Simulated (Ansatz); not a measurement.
# GaH2 (doublet): wave-function methods side by side at angle H2–Ga1–H3 = 156.3°, aug-cc-pVDZ

How much of the correlation energy of GaH2 (doublet) does each wave-function method recover here?

Program: Ansatz 0.2.0, Gaussian basis. Level of theory: aug-cc-pVDZ, core rule «outside noble gas», up to 14 orbitals frozen. These are calculated values, not measurements.

Plan: UHF; CCSD(T) on ROHF; CCSD(T) on UHF; BCCD(T) on ROHF; CISD; CCSDT(Q) on ROHF; CCSDT(Q) on UHF; CASSCF and MRCISD+Q, 3 electrons in 3 orbitals; CASSCF and NEVPT2, 3 electrons in 3 orbitals; CASSCF and MRCISD+Q, 5 electrons in 6 orbitals; CASSCF and NEVPT2, 5 electrons in 6 orbitals; Full CI.

16 further runs of the same task are left out: 11 that didn't finish, 5 set aside as unsound or not needed.

## Step 1: The geometry

The geometry derives from a PBE0/def2-TZVP stationary point (not a proven minimum). One angle is set to the value named; bond lengths are kept. No spin-orbit coupling is included. The filled d shell of Ga may be among the frozen orbitals whatever the setting's name suggests; the logs give the count.

3 atoms, charge 0, spin multiplicity 2.

Atoms are counted from 1 here; the program's logs count them from 0.

Bond lengths: Ga1–H2 1.593 Å, Ga1–H3 1.593 Å. Angles: H2–Ga1–H3 156.3°.

Geometry (Å):

```xyz
3
GaH2
Ga    0.0000   -0.0092    0.0000
H     0.0000    0.3180   -1.5594
H     0.0000    0.3180    1.5594
```

## Step 2: UHF

in.yaml reads:

```yaml
crystal:
  periodic: [false, false, false]
  atoms:
    - {symbol: Ga, position_ang: [0.000000, -0.009194, 0.000000]}
    - {symbol: H, position_ang: [0.000000, 0.318003, -1.559403]}
    - {symbol: H, position_ang: [0.000000, 0.318003, 1.559403]}
basis:
  gaussian: {orbitals: aug-cc-pVDZ}
magnetization: {spin_polarized: true, initial_magnetization: 1}
hamiltonian: {xc: hf}
output: {orbitals: {seedname: orbitals}}
```

Run with:

```sh
ansatz run in.yaml --threads 1 --pin off --events-out ev --progress --plain --max-ram 2393MiB
```

After this run come: CCSD(T) on ROHF; CCSD(T) on UHF; BCCD(T) on ROHF; CISD; CCSDT(Q) on ROHF; CCSDT(Q) on UHF; CASSCF and MRCISD+Q, 3 electrons in 3 orbitals; CASSCF and NEVPT2, 3 electrons in 3 orbitals; CASSCF and MRCISD+Q, 5 electrons in 6 orbitals; CASSCF and NEVPT2, 5 electrons in 6 orbitals; Full CI.

Q: Predict the results of all the runs planned. Wanted: FCI below the RHF energy; RMP2 from FCI; UMP2 from FCI; RCCSD from FCI; RCCSD(T) from FCI; UCCSD(T) from FCI; RCCSDT(Q) from FCI; UCCSDT(Q) from FCI; NEVPT2 pair from FCI.

As calculated:

| quantity | value |
| --- | --- |
| FCI below the RHF energy | -2.2444 eV |
| RMP2 from FCI | +602.0 meV |
| UMP2 from FCI | +594.6 meV |
| RCCSD from FCI | +52.2 meV |
| RCCSD(T) from FCI | +14.5 meV |
| UCCSD(T) from FCI | +10.3 meV |
| RCCSDT(Q) from FCI | -0.4 meV |
| UCCSDT(Q) from FCI | -4.6 meV |
| NEVPT2 pair from FCI | +582.6 meV |
| MRCISD+Q pair from FCI | -19.2 meV |
| NEVPT2 valence from FCI | +403.1 meV |
| levels within 1 kcal/mol (43 meV) | RCCSD(T), UCCSD(T), BCCD(T), RCCSDT, UCCSDT, RCCSDT(Q), UCCSDT(Q), MRCISD+Q pair, MRCISD valence, MRCISD+Q valence |
| T1 diagnostic | 0.019 |
| effectively unpaired electrons | 1.03 |

What this shows: RCCSD(T) lands +14.5 meV from the yardstick (0.6 % of the correlation energy). UCCSDT, UCCSDT(Q), MRCISD+Q pair, MRCISD+Q valence fall below full CI: unrestricted runs freeze a spin-polarised core, another one than full CI's, and coupled cluster isn't variational. One determinant dominates. Of the multireference levels listed MRCISD+Q valence comes nearest in total energy (-12.5 meV), which doesn't show that its space is the better one. These misses are within one basis, not against nature; the frozen cores of restricted and unrestricted runs differ, which can shift their rows.
